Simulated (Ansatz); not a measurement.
# CH5F2GeN: how energies converge with the basis set

How large a basis does CH5F2GeN need? Two functionals are run in growing sets.

Program: Ansatz 0.2.0, Gaussian basis. Level of theory: one geometry, several basis sets. These are calculated values, not measurements.

The runs, in order: PBE0-D4/def2-SVP; ωB97M-V/def2-SVP; PBE0-D4/def2-QZVPP; ωB97M-V/def2-QZVPP; the functionals' def2-TZVPP values are taken from earlier runs.

## 1. Structure used throughout

All runs share one geometry, relaxed beforehand with PBE0-D4 in a triple-zeta def2 set.

SMILES `[CH3][Ge]([NH2])([F])[F]`, 10 atoms, charge 0, spin multiplicity 1.

Atoms are counted from 1 here; the program's logs count them from 0.

Bond lengths: C1–Ge2 1.918 Å, C1–H6 1.090 Å, C1–H7 1.090 Å, C1–H8 1.090 Å, Ge2–N3 1.805 Å, Ge2–F4 1.727 Å, Ge2–F5 1.738 Å, N3–H9 1.010 Å, N3–H10 1.010 Å. Angles: Ge2–C1–H6 110.0°, Ge2–C1–H7 109.7°, Ge2–C1–H8 109.2°, H6–C1–H7 109.3°, H6–C1–H8 109.0°, H7–C1–H8 109.7°, C1–Ge2–N3 116.3°, C1–Ge2–F4 111.4°, C1–Ge2–F5 108.3°, N3–Ge2–F4 104.8°, N3–Ge2–F5 112.3°, F4–Ge2–F5 102.8°, Ge2–N3–H9 114.5°, Ge2–N3–H10 115.9°, H9–N3–H10 109.6°.

## 2. PBE0-D4 in def2-SVP

Input file in.yaml:

```yaml
crystal:
  periodic: [false, false, false]
  atoms:
    - {symbol: C, position_ang: [-1.500875, -0.210303, 0.038923]}
    - {symbol: Ge, position_ang: [0.309231, 0.220411, -0.428361]}
    - {symbol: N, position_ang: [1.588742, -0.379278, 0.694451]}
    - {symbol: F, position_ang: [0.734917, -0.429639, -1.970747]}
    - {symbol: F, position_ang: [0.413500, 1.935144, -0.689717]}
    - {symbol: H, position_ang: [-1.748983, 0.222297, 1.008579]}
    - {symbol: H, position_ang: [-1.620080, -1.292314, 0.085632]}
    - {symbol: H, position_ang: [-2.171976, 0.200071, -0.714982]}
    - {symbol: H, position_ang: [2.531126, -0.293244, 0.340132]}
    - {symbol: H, position_ang: [1.547597, -0.024345, 1.638991]}
basis:
  gaussian: {orbitals: def2-SVP}
hamiltonian: {xc: pbe0, dispersion: d4}
output: {orbitals: {seedname: orbitals}}
```

Run with:

```sh
$ ansatz run in.yaml --threads 4 --pin off --events-out ev --progress --plain --max-ram 10444MiB
```

After this run come: ωB97M-V in def2-SVP; PBE0-D4 in def2-QZVPP; ωB97M-V in def2-QZVPP.

**Question.** What will the summary of the whole plan be? Wanted: PBE0-D4: double and triple zeta above quadruple; ωB97M-V: double and triple zeta above quadruple.

The runs gave:

```
                                       quantity           value
PBE0-D4: double and triple zeta above quadruple  18.90, 1.71 eV
ωB97M-V: double and triple zeta above quadruple  19.10, 1.65 eV
```

**Reading.** PBE0-D4 gains 17.19 eV from double to triple zeta, then 1.71 eV more. Total energies overstate the basis error of differences, where much of it tends to cancel. The LUMO of ωB97M-V is positive and keeps falling with the basis (2.43 to 1.18 eV): an unbound level that the basis holds in place.
